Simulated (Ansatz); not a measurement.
# AgF: the cost of one run

Program: Ansatz 0.2.0. Level of theory: DFT PBE, Gaussian basis def2-SVP, and further levels as typed in the inputs. These are calculated values, not measurements.

## 1. The system as given

Bond lengths: Ag1–F2 1.960 Å.

As a file:

```xyz
2

Ag    0.0000    0.0000    0.0000
F     0.0000    0.0000    1.9600
```

## 2. Relaxing the atoms: AgF

The input, input.yaml:

```yaml
relax:
  f_tol: 0.001
  max_steps: 200
crystal:
  periodic: [false, false, false]
  atoms:
    - { symbol: Ag, position_ang: [0.0, 0.0, 0.0] }
    - { symbol: F, position_ang: [0.0, 0.0, 1.96] }
basis:
  gaussian: { orbitals: def2-SVP }
hamiltonian:
  xc: pbe
```

Command:

```sh
ansatz run input.yaml --threads 8 --pin off --max-ram 14336MiB --backend cpu --events-out ev --progress --plain --runs-dir out
```

**Question.** How long does this run take on 8 threads of Intel Xeon Platinum 8259CL at 2.50GHz (Skylake/Cascade Lake), shared host, and how much memory does it need?

About 1.1 s, with a peak of 0.11 GiB.
